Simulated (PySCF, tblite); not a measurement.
**C4H9AlF2O: geometry, infrared bands and NMR shifts**

What infrared bands and NMR shifts should C4H9AlF2O (`F[C@@H]1C[C@@H](F)[O+]([AlH3-])C1`) show?

The runs use tblite 0.8.0 and PySCF 2.14.0, with density-fitted response routines of our own; the level of theory stands in each step. All values are computed, except where a source is named. Atoms are numbered from 0 throughout.

## 1. Starting geometry

17 atoms, charge 0, multiplicity 1; geometry from: force field or distance geometry start.

Bonds of the start (Å): F0–C1 1.38, C1–C2 1.51, C2–C3 1.50, C3–F4 1.40, C3–O5 1.39, O5–Al6 1.82, O5–C7 1.36, C7–C1 1.52, C1–H8 1.09, C2–H9 1.10, C2–H10 1.13, C3–H11 1.09, Al6–H12 1.60, Al6–H13 1.61, Al6–H14 1.59, C7–H15 1.13, C7–H16 1.09.

## 2. Relaxing the molecule with GFN2-xTB

The job: settings as JSON, then the geometry in Å.

```
{"job": {"kind": "relax", "xc": "GFN2-xTB", "basis": "xTB"}, "charge": 0, "multiplicity": 1}
F     -0.102700    -0.960000    -1.763300
C     -0.996500    -0.729300    -0.732000
C     -1.254200     0.745500    -0.502900
C     -0.327400     1.088500     0.619100
F     -1.033000     1.309400     1.813000
O      0.446800    -0.037400     0.853400
Al     2.037800    -0.050500    -0.023100
C     -0.373000    -1.097500     0.603600
H     -1.919300    -1.274400    -0.947100
H     -1.026200     1.327100    -1.404700
H     -2.333500     0.934800    -0.234000
H      0.298900     1.962200     0.429200
H      2.790000    -1.447600     0.211700
H      2.966300     1.082100     0.638900
H      1.930500     0.322300    -1.562800
H     -1.208800    -1.079200     1.362100
H      0.097200    -2.084100     0.628900
```

Launch:

```console
OMP_NUM_THREADS=1 python probes_run.py task.json out
```

This one command runs all jobs of the session in turn.

**Question.** This job is followed by: GFN2-xTB harmonic vibrations, gas phase; GIAO PBE0/pcSseg-1 NMR shielding, non-relativistic, gas phase. What will the session give for the following? strongest single infrared mode (GFN2-xTB); zero-point energy (GFN2-xTB); ¹³C shifts against TMS (PBE0/pcSseg-1); ¹H shifts against TMS (PBE0/pcSseg-1, means over atoms taken as alike); ¹⁹F shifts against CFCl3 (PBE0/pcSseg-1); ¹⁷O shifts against H2O (PBE0/pcSseg-1); ²⁷Al shifts against AlH4- (PBE0/pcSseg-1); surface potential, 1st and 99th percentile.

**Answer**, as computed:

| quantity | value |
| --- | --- |
| strongest single infrared mode (GFN2-xTB) | 795 cm⁻¹, 694 km/mol |
| zero-point energy (GFN2-xTB) | 74.3 kcal/mol |
| ¹³C shifts against TMS (PBE0/pcSseg-1) | 118.1, 94.8, 80.1, 44.7 ppm |
| ¹H shifts against TMS (PBE0/pcSseg-1, means over atoms taken as alike) | 6.71, 5.60, 5.08, 4.60, 4.35, 2.85, 2.79 ppm |
| ¹⁹F shifts against CFCl3 (PBE0/pcSseg-1) | -148.5, -193.4 ppm |
| ¹⁷O shifts against H2O (PBE0/pcSseg-1) | 94.6 ppm |
| ²⁷Al shifts against AlH4- (PBE0/pcSseg-1) | 84.7 ppm |
| surface potential, 1st and 99th percentile | -1.13 V and 1.77 V |

What this shows: The optimisation took 88 steps and gained 1.017 eV; among the close pairs (by a distance rule), O5–Al6 changed most, from 1.817 to 1.889 Å. All 45 modes are real, so the xTB geometry is a minimum. The strongest single mode, at 795 cm⁻¹, has its largest shares on H14, H13 and H12 (the list is cut at 3 atoms). GFN2-xTB is a fitted tight-binding method: band positions and strengths are rough. Its intensities can rank the bands wrongly. The most deshielded hydrogen is H11 (hydrogen on an sp3 CH bonded to F and O), at 6.71 ppm: its carbon carries F and O, hence the downfield position. At PBE0/pcSseg-1: The largest span, 189 ppm, is at F4, where the paramagnetic term is -155 ppm.
